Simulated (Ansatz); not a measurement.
# Sr2SO (P4/mmm) in Ansatz: further runs

One crystal, Sr2SO, is run at these levels: HSE06 form with a typed share of exact exchange; tasks: single point.

Program: Ansatz 0.2.0. These are calculated values, not measurements. Logs are shortened: lines on timing, memory, paths and dates and some standing lists are left out, and cuts for length are marked.

### Step 1. The structure

Symmetry: P4/mmm, No. 123, tetragonal system. Conventional cell: a = 4.043 Å, b = 4.043 Å, c = 5.718 Å, α = 90.00°, β = 90.00°, γ = 90.00°. Sr (site symmetry 4/mmm) has 2 O at 2.86 Å and 4 S at 2.86 Å as nearest neighbours. Sr (site symmetry 4/mmm) has 2 S at 2.86 Å and 4 O at 2.86 Å as nearest neighbours. S (site symmetry 4/mmm) has 6 Sr at 2.86 Å as nearest neighbours. Around O (site symmetry 4/mmm) lie 6 Sr at 2.86 Å.

The cell comes from a database or a generator and needn't be the stable form of this composition.

### Step 2. Single point, HSE06 form with a typed share of exact exchange

Input file input.yaml:

```yaml
crystal:
  lattice:
    - [4.043237, 0.0, 0.0]
    - [0.0, 4.043237, 0.0]
    - [0.0, 0.0, 5.718]
  atoms:
    - { symbol: Sr, position: [0.5, 0.5, 0.5] }
    - { symbol: Sr, position: [0.0, 0.0, 0.0] }
    - { symbol: S, position: [0.0, 0.0, 0.5] }
    - { symbol: O, position: [0.5, 0.5, 0.0] }
hamiltonian:
  xc: { exchange: pbe, correlation: pbe, exx: { coeff: 0.05, omega: 0.2 } }
  pseudopotentials: { kind: paw }
kpoints:
  mp_grid: { grid: [4, 4, 3] }
scf:
  occupations: { method: fermi_dirac, width: 0.05 }
output:
  forces: true
  stress: true
  eigenvalues: true
```

Potentials or basis: Ansatz PAW.

Run with:

```bash
$ ansatz run input.yaml --threads 2 --pin off --max-ram 5632MiB --backend cpu --events-out ev --progress --plain --runs-dir out
```

The program printed:

```text
Warning: output.stress: scf.convergence.dr2_threshold = 1e-7 eV (the SCF's general default) is looser than the 4e-10 eV advised for a printed stress (1e-10 eV for each atom of the cell: 4). What an SCF threshold leaves in a stress goes as its square root, and in the free energy as the threshold itself, and one threshold admits the most on a small cell: of the crystals measured, under no hybrid functional and no lock of the moments, on runs that ended without the residual-converged pass, on stresses that held no estimate of that error, the worst erred by over 100 MPa in a component at 1e-7 eV an atom and by under 5 at 1e-10. Set scf.convergence.dr2_threshold to 4e-10 eV or tighter. The threshold is an SCF's pass mark: one that does not reach it within its budget of iterations ends unconverged, or closes short of it on a stop that the run arms, and scf.convergence.dr2_threshold's page says what that costs each kind of run
Warning: output.stress: scf.exx.energy_threshold = 1e-6 eV is looser than the 4e-8 eV advised for a stress under a hybrid functional (1e-8 eV for each atom of the cell: 4). Every SCF of the exchange loop can meet its threshold on dr2 while the loop round them stops early: no threshold on dr2 bounds what that leaves in the stress. Set scf.exx.energy_threshold to 4e-8 eV or tighter. The threshold is the loop's pass mark: a loop that does not reach it within its budget of cycles ends unconverged, and scf.exx.energy_threshold's page has the law
Warning: RAYON_NUM_THREADS=2 ignored (pool sized by the plan → 2); use --threads N
Engine: ansatz 0.2.0, x86_64-unknown-linux-gnu
Pseudopotentials: kind: paw
Pseudopotential: Sr, paw, valence charge 10, recommended cutoff 420 eV (normal), Sr.paw.azcp
Pseudopotential: S, paw, valence charge 6, recommended cutoff 420 eV (normal), S.paw.azcp
Pseudopotential: O, paw, valence charge 6, recommended cutoff 420 eV (normal), O.paw.azcp
Functional definition: unnamed
  parameter a_1 = 0.05
  parameter omega_1 = 0.2/angstrom
  exchange = pbe_x + (-a_1)*pbe_x_sr(omega_1) + a_1*exact_x_sr(omega_1)
  correlation = pbe_c
Crystal: 4 atoms, lattice volume = 93.477 Å³
Basis set: ecut = 420 eV, 1875 PW (Γ), exchange–correlation on 60×60×80 points (8 copies of the dense FFT grid, shifted against one another)
Bands: 20, of which v1, the nominal top of the filled ones, is band 16 counted from 1 (15 counted from 0)
Symmetry: 16 space group operations
Space group: P4/mmm (ITA 123), of the structure as read, at distance tolerance 4.5e-5 Å
k-points: 12 of 48
Non-local potential: Sr, projectors of the file, l = 0: 3, l = 1: 2, l = 2: 2
Non-local potential: S, projectors of the file, l = 0: 2, l = 1: 2, l = 2: 2
Non-local potential: O, projectors of the file, l = 0: 2, l = 1: 2, l = 2: 1
PAW form: soft (Blöchl's): semilocal exchange-correlation on the pseudo side does not see the compensation charge
PAW frozen core: Sr, regenerated for the run's functional, and the local potential with it (the file was generated under x = pbe(κ = 0.804, μ = 0.2195149727645171), c = pbe(β = 0.06672455060314922))
PAW frozen core: S, regenerated for the run's functional, and the local potential with it (the file was generated under x = pbe(κ = 0.804, μ = 0.2195149727645171), c = pbe(β = 0.06672455060314922))
PAW frozen core: O, regenerated for the run's functional, and the local potential with it (the file was generated under x = pbe(κ = 0.804, μ = 0.2195149727645171), c = pbe(β = 0.06672455060314922))
PAW one-centre angular grid: Sr, 110 points (default); XC on 64 Gauss nodes
PAW one-centre angular grid: S, 110 points (default); XC on 64 Gauss nodes
PAW one-centre angular grid: O, 110 points (default); XC on 96 Gauss nodes
Initial density: superposition of atomic densities (neutral atoms: chi_scale 0, normalization atom), corrected by the library's trained network
Initial wavefunctions: pseudopotential atomic-orbital guess
Functional: x = pbe(κ = 0.804, μ = 0.2195149727645171), c = pbe(β = 0.06672455060314922), warm-up for x = pbe(κ = 0.804, μ = 0.2195149727645171) + 0.05 (exact − pbe) at short range (hse, ω = 0.2 Å⁻¹), c = pbe(β = 0.06672455060314922)
SCF iter   1: F=—  HF=-8564.326968 eV  |F-HF|=—  |Δ(HF+E_count)|=         —  Δρ=1.04e-3  dr2=2.09e-3  ethr=1.77e-3  ⟨swp⟩=13.2  Hψ=1272  notcnv=2
preconditioner: auto → none  [insulator: Δε(μ)=2.379 eV  Ē_g=13.793 eV  σ=0.050 eV  W_gap=1.00  n_scr=20 (ndim 8)  ℏωp=20.3 eV  f_vac=0.000  D(μ)=0.00/eV (n_scr^D=0)]
iter 2 solved again at ethr=4.04e-7 eV; its pass at ethr=6.52e-6 eV (dr2=1.29e-4 eV) is discarded
SCF iter   2: F=-8564.327864 eV  HF=-8564.327768 eV  |F-HF|=9.65e-5  |Δ(HF+E_count)|=   8.00e-4  Δρ=3.93e-4  dr2=1.30e-4  ethr=4.04e-7  ⟨swp⟩=2.9  Hψ=1251  notcnv=0  defer=2
SCF 1 stopped early in 2 iterations: F = -8564.327864 eV  dr2 = 1.30e-4
Initial density: handed on by an earlier stage of this run
Initial wavefunctions: those handed on with the density
Functional: x = pbe(κ = 0.804, μ = 0.2195149727645171) + 0.05 (exact − pbe) at short range (hse, ω = 0.2 Å⁻¹), c = pbe(β = 0.06672455060314922)
Exchange kernel: α = 0.0500, screened, ω = 0.2000 Å⁻¹, Wigner–Seitz truncation, v(0) = 1116.7969 eV·Å³, q-mesh 4×4×3, nearest image of the exchange supercell L = 16.17 Å, pair-density grid 24×24×27, without the augmentation charges, whose exchange is taken in its separable form by FFT convolution over the k-point mesh (sized by the pseudopotential files, 30×30×40 at the most), smooth part of the exact exchange by density-matrix convolution
Frozen-core exchange: fock
SCF iter   1: F=—  HF=-8565.428746 eV  |F-HF|=—  |Δ(HF+E_count)|=         —  Δρ=1.57e-3  dr2=4.68e-3  ethr=4.05e-6  ⟨swp⟩=6.6  Hψ=946  notcnv=0
preconditioner: auto → none  [insulator: Δε(μ)=2.521 eV  Ē_g=14.176 eV  σ=0.050 eV  W_gap=1.00  n_scr=20 (ndim 8)  ℏωp=20.3 eV  f_vac=0.000  D(μ)=0.00/eV (n_scr^D=0)]
SCF iter   2: F=—  HF=-8565.429049 eV  |F-HF|=—  |Δ(HF+E_count)|=   3.03e-4  Δρ=2.80e-3  dr2=6.87e-3  ethr=4.05e-6  ⟨swp⟩=5.0  Hψ=605  notcnv=0
SCF iter   3: F=—  HF=-8565.427826 eV  |F-HF|=—  |Δ(HF+E_count)|=   1.22e-3  Δρ=5.56e-4  dr2=1.41e-4  ethr=4.05e-6  ⟨swp⟩=4.8  Hψ=536  notcnv=0
SCF iter   4: F=—  HF=-8565.427916 eV  |F-HF|=—  |Δ(HF+E_count)|=   9.00e-5  Δρ=6.99e-5  dr2=4.35e-6  ethr=4.34e-7  ⟨swp⟩=3.5  Hψ=490  notcnv=0
SCF iter   5: F=—  HF=-8565.427917 eV  |F-HF|=—  |Δ(HF+E_count)|=   1.55e-6  Δρ=2.77e-5  dr2=5.13e-7  ethr=1.33e-8  ⟨swp⟩=4.5  Hψ=639  notcnv=0  defer=1
SCF iter   6: F=—  HF=-8565.427917 eV  |F-HF|=—  |Δ(HF+E_count)|=   1.83e-7  Δρ=7.32e-6  dr2=1.07e-7  ethr=1.29e-9  ⟨swp⟩=4.3  Hψ=626  notcnv=0  defer=9
SCF iter   7: F=-8565.427917 eV  HF=-8565.427917 eV  |F-HF|=2.58e-7  |Δ(HF+E_count)|=   1.18e-8  Δρ=1.84e-6  dr2=2.50e-8  ethr=2.63e-10  ⟨swp⟩=4.2  Hψ=581  notcnv=0  defer=3
SCF 2 converged in 7 iterations: F = -8565.427917 eV  dr2 = 2.50e-8
hybrid outer 1: dexx = +9.699e-5 eV, tail = 6.62e-8 eV
Exchange kernel: α = 0.0500, screened, ω = 0.2000 Å⁻¹, Wigner–Seitz truncation, v(0) = 1116.7969 eV·Å³, q-mesh 4×4×3, nearest image of the exchange supercell L = 16.17 Å, pair-density grid 24×24×27, without the augmentation charges, whose exchange is taken in its separable form by FFT convolution over the k-point mesh (sized by the pseudopotential files, 30×30×40 at the most), smooth part of the exact exchange by density-matrix convolution
Frozen-core exchange: fock
SCF iter   1: F=—  HF=-8565.427917 eV  |F-HF|=—  |Δ(HF+E_count)|=         —  Δρ=1.37e-5  dr2=1.43e-7  ethr=1.03e-9  ⟨swp⟩=8.8  Hψ=761  notcnv=0
preconditioner: auto → none  [insulator: Δε(μ)=2.451 eV  Ē_g=14.173 eV  σ=0.050 eV  W_gap=1.00  n_scr=20 (ndim 8)  ℏωp=20.3 eV  f_vac=0.000  D(μ)=0.00/eV (n_scr^D=0)]
SCF iter   2: F=-8565.427917 eV  HF=-8565.427917 eV  |F-HF|=2.18e-11  |Δ(HF+E_count)|=   2.89e-8  Δρ=1.05e-6  dr2=4.44e-10  ethr=4.47e-10  ⟨swp⟩=3.9  Hψ=490  notcnv=0
SCF 3 converged in 2 iterations: F = -8565.427917 eV  dr2 = 4.44e-10
  Residual-converged pass: ⟨swp⟩=4.1  Hψ=626  notcnv=0  max |occ|·‖R‖ = 2.4e-6 eV (tolerance 2.4e-6 eV)  dr2=3.04e-10  dr2_onsite=3.14e-11  max |Δocc| = 2.7e-20
hybrid outer 2: dexx = +5.934e-10 eV, tail = 9.59e-10 eV, Δε = 1.66e-4 eV (about 2.13e-5 eV left of the loop's levels)
hybrid SCF converged: 2 outer / 9 inner (+2 warm-up), last move |dexx| = 5.93e-10 eV, tail = 9.59e-10 eV
Stability not checked: this state was not tested for a lower state beside it, because the functional holds exact exchange (a hybrid, or Hartree-Fock), whose exchange loop this test does not read (fock_operator; see scf.lower_state_search)
Free energy (F): -8565.427917 eV
Frozen-core exchange: fock
Harris-Foulkes:  -8565.427917 eV  (|F-HF|=2.18e-11)
Internal energy: -8565.427917 eV  (E = F + TS)
E sigma→0 (E₀):  -8565.427917 eV
Fermi energy:    7.507042 eV
--- Per-component energies (eV) ---
  E_band       = -189.896590
  E_kinetic    = 773.375578
  E_local      = -1698.717028  (includes V_loc(G=0)·N_el)
  E_nonlocal   = 479.761462
  E_hartree    = 448.199319
  E_xc         = -499.516452
  E_vxc        = -488.702224  (∫ρ·V_xc dr)
  E_exx        = -15.537154  (= α·E_x^exact, valence–valence)
  E_paw        = -6153.246251  (= ΣΔE_a)
  E_vpaw       = -120.940862  (= ΣTr[D̂ρ^β])
  E_aug_tail   = 0.002347  (compensation charges beyond the density's cutoff)
  E_ewald      = -1899.577497
  E_core_change = -0.172239  (= ΣΔE_core)
  E_smearing   = -0.000000  (= −TS)
  E_closure    = -0.000002  (closes the sum)
  Σ components = -8565.427917   (vs F -8565.427917, Δ=1.82e-12)
--- Forces (eV/Å), atoms counted from 1 ---
  atom   1  Sr    -0.00000000    -0.00000000     0.00000000
  atom   2  Sr     0.00000000     0.00000000     0.00000000
  atom   3  S      0.00000000     0.00000000     0.00000000
  atom   4  O      0.00000000    -0.00000000     0.00000000
  max |Σ_I F_I| component: 2.27e-29 eV/Å
--- Stress (GPa, compression-positive) ---
       -0.412719       0.000000       0.000000
        0.000000      -0.412719       0.000000
        0.000000       0.000000      -0.283234
  P = ⅓ Tr σ = -0.3696 GPa (-3.696 kbar)
--- Band table (eV; the first three rows and the last of 12) ---
  k-point 0: bands = ["-27.6469", "-27.5710", "-9.7071", "-9.4480", "-9.4480", "-9.2562", "-9.2562", "-9.2377", "-8.6681", "-5.3873", "4.8159", "5.5633", "5.5633", "6.2102", "6.2517", "6.2517", "8.7022", "9.4063", "11.1436", "11.1436"]
  k-point 1: bands = ["-27.6405", "-27.5770", "-9.7369", "-9.5365", "-9.4220", "-9.4220", "-9.2822", "-9.2822", "-8.3765", "-5.1078", "4.0656", "5.4903", "5.4991", "5.4991", "6.1714", "6.1714", "8.9483", "10.3612", "10.8436", "12.0404"]
  k-point 2: bands = ["-27.6374", "-27.5680", "-9.6980", "-9.6527", "-9.6241", "-9.4080", "-9.2714", "-9.2571", "-8.3190", "-4.9752", "4.3136", "4.8445", "4.9920", "5.5448", "5.9521", "6.0353", "10.0679", "10.6667", "10.8531", "11.5832"]
  k-point 11: bands = ["-27.6171", "-27.5524", "-9.6552", "-9.6552", "-9.6442", "-9.5212", "-9.4428", "-9.4428", "-8.3512", "-4.9074", "4.4820", "4.6746", "4.6746", "5.6780", "5.7597", "5.7597", "10.0175", "10.0175", "12.7190", "12.9149"]
```

It took 23 s on 2 threads of Intel Xeon Platinum 8259CL at 2.50GHz (Skylake/Cascade Lake), shared host; peak memory 1.2 GiB.

Results:

```
Free energy            : -8565.4279 eV
Pressure               : -0.4 GPa
Band gap on the k mesh : 2.45 eV, direct
```

Levels at points of the mesh, in eV from the valence-band top:
| k point | band 13 | band 14 | band 15 | band 16 | band 17 | band 18 | band 19 | band 20 |
| --- | --- | --- | --- | --- | --- | --- | --- | --- |
| (0.00, 0.00, 0.00) | -0.69 | -0.04 | 0.00 | 0.00 | 2.45 | 3.15 | 4.89 | 4.89 |
| (0.00, -0.50, 0.00) | -1.36 | -1.20 | -0.55 | -0.43 | 4.59 | 5.62 | 5.97 | 6.10 |
| (-0.50, -0.50, 0.00) | -0.88 | -0.27 | -0.27 | -0.14 | 2.65 | 2.65 | 5.78 | 6.64 |

Caveat: odd divisions of the mesh miss points on the zone boundary, where band edges often lie, so the gap on the mesh can be too wide; the PAW data sets come from PBE, with cores solved anew for the run's functional, which leaves a small shift of forces and pressure; the thresholds are loose for stress. A k mesh can miss the band edges.

### Step 3. Single point, HSE06 form with a typed share of exact exchange

input.yaml: that of step 2 with these lines changed.

```diff
@@ -11,3 +11,3 @@
 hamiltonian:
-  xc: { exchange: pbe, correlation: pbe, exx: { coeff: 0.05, omega: 0.2 } }
+  xc: { exchange: pbe, correlation: pbe, exx: { coeff: 0.1, omega: 0.2 } }
   pseudopotentials: { kind: paw }
@@ -21 +21,5 @@
   eigenvalues: true
+  write_density: true
+  write_potential: true
+  elf: true
+  volumetric_format: npy
```

Potentials or basis: Ansatz PAW.

Run with:

```bash
$ ansatz run input.yaml --threads 2 --pin off --max-ram 5632MiB --backend cpu --events-out ev --progress --plain --runs-dir out
```

The program printed:

```text
Warning: output.stress: scf.convergence.dr2_threshold = 1e-7 eV (the SCF's general default) is looser than the 4e-10 eV advised for a printed stress (1e-10 eV for each atom of the cell: 4). What an SCF threshold leaves in a stress goes as its square root, and in the free energy as the threshold itself, and one threshold admits the most on a small cell: of the crystals measured, under no hybrid functional and no lock of the moments, on runs that ended without the residual-converged pass, on stresses that held no estimate of that error, the worst erred by over 100 MPa in a component at 1e-7 eV an atom and by under 5 at 1e-10. Set scf.convergence.dr2_threshold to 4e-10 eV or tighter. The threshold is an SCF's pass mark: one that does not reach it within its budget of iterations ends unconverged, or closes short of it on a stop that the run arms, and scf.convergence.dr2_threshold's page says what that costs each kind of run
Warning: output.stress: scf.exx.energy_threshold = 1e-6 eV is looser than the 4e-8 eV advised for a stress under a hybrid functional (1e-8 eV for each atom of the cell: 4). Every SCF of the exchange loop can meet its threshold on dr2 while the loop round them stops early: no threshold on dr2 bounds what that leaves in the stress. Set scf.exx.energy_threshold to 4e-8 eV or tighter. The threshold is the loop's pass mark: a loop that does not reach it within its budget of cycles ends unconverged, and scf.exx.energy_threshold's page has the law
Warning: RAYON_NUM_THREADS=2 ignored (pool sized by the plan → 2); use --threads N
[... 6 set-up lines as earlier in the session ...]
  parameter a_1 = 0.1
[... 3 set-up lines as earlier in the session ...]
Crystal: 4 atoms, lattice volume = 93.477 Å³
Basis set: ecut = 420 eV, 1875 PW (Γ), exchange–correlation on 60×60×80 points (8 copies of the dense FFT grid, shifted against one another)
[... 66 lines left out ...]
  E_core_change = -0.344770  (= ΣΔE_core)
  E_smearing   = -0.000000  (= −TS)
  E_closure    = 0.000003  (closes the sum)
  Σ components = -8566.535519   (vs F -8566.535519, Δ=0.00e0)
--- Forces (eV/Å), atoms counted from 1 ---
  atom   1  Sr    -0.00000000     0.00000000     0.00000000
  atom   2  Sr     0.00000000     0.00000000     0.00000000
  atom   3  S      0.00000000     0.00000000     0.00000000
  atom   4  O      0.00000000     0.00000000     0.00000000
  max |Σ_I F_I| component: 1.64e-29 eV/Å
--- Stress (GPa, compression-positive) ---
       -0.616429       0.000000       0.000000
        0.000000      -0.616429       0.000000
        0.000000       0.000000      -0.483288
  P = ⅓ Tr σ = -0.5720 GPa (-5.720 kbar)
--- Band table (eV; the first three rows and the last of 12) ---
  k-point 0: bands = ["-28.2377", "-28.1643", "-10.0532", "-9.7919", "-9.7919", "-9.5926", "-9.5926", "-9.5761", "-9.1458", "-5.7590", "4.6396", "5.4090", "5.4090", "6.0359", "6.0733", "6.0733", "8.7659", "9.4824", "11.2487", "11.2487"]
  k-point 1: bands = ["-28.2308", "-28.1709", "-10.0924", "-9.9117", "-9.7663", "-9.7663", "-9.6181", "-9.6181", "-8.8110", "-5.4699", "3.8916", "5.3029", "5.3476", "5.3476", "5.9901", "5.9901", "9.0142", "10.4473", "10.9449", "12.1491"]
  k-point 2: bands = ["-28.2278", "-28.1616", "-10.0648", "-9.9977", "-9.9918", "-9.7509", "-9.6101", "-9.5927", "-8.7506", "-5.3337", "4.1481", "4.6746", "4.8351", "5.3607", "5.7686", "5.8579", "10.1457", "10.7529", "10.9472", "11.6942"]
  k-point 11: bands = ["-28.2068", "-28.1460", "-10.0037", "-10.0037", "-9.9922", "-9.9007", "-9.7809", "-9.7809", "-8.7859", "-5.2650", "4.3165", "4.5043", "4.5043", "5.4889", "5.5736", "5.5736", "10.0964", "10.0964", "12.8436", "13.0387"]
```

v_z.tsv:

```text
# z_ang	v_es[eV]	v_tot[eV]
# format = ansatz-planar-average/11
# xc	{"exchange":"pbe","correlation":"pbe","exx":{"coeff":0.1,"omega":0.2}}
# density_cutoff_ev	1680
# datasets	Sr=:simpson_from_first_knot:soft:fock:shift=0	S=:simpson_from_first_knot:soft:fock:shift=0	O=:simpson_from_first_knot:soft:fock:shift=0
# lattice	4.043237000	0.000000000	0.000000000
# lattice	0.000000000	4.043237000	0.000000000
# lattice	0.000000000	0.000000000	5.718000000
# sites	4
# site	38	2.021618500	2.021618500	2.859000000
# site	38	0.000000000	0.000000000	0.000000000
# site	16	0.000000000	0.000000000	2.859000000
# site	8	2.021618500	2.021618500	0.000000000
0.000000	-7.813618e0	-1.906298e1
0.142950	-6.867845e0	-1.795481e1
0.285900	-4.265905e0	-1.485810e1
0.428850	-7.111299e-1	-1.057375e1
0.571800	3.002925e0	-5.948696e0
0.714750	5.891450e0	-2.105889e0
[... 32 lines left out ...]
5.432100	-4.265905e0	-1.485810e1
5.575050	-6.867845e0	-1.795481e1
```

It took 24 s on 2 threads of Intel Xeon Platinum 8259CL at 2.50GHz (Skylake/Cascade Lake), shared host; peak memory 1.2 GiB.

What came out:

- Free energy: -8566.5355 eV
- Pressure: -0.6 GPa
- Band gap on the k mesh: 2.69 eV, direct

Stress tensor (GPa, compression positive):
```
-0.62  0.00  0.00
 0.00 -0.62  0.00
 0.00  0.00 -0.48
```

Caveat: odd divisions of the mesh miss points on the zone boundary, where band edges often lie, so the gap on the mesh can be too wide; the PAW data sets come from PBE, with cores solved anew for the run's functional, which leaves a small shift of forces and pressure; the thresholds are loose for stress. A k mesh can miss the band edges.

[end of part 1 of 2]
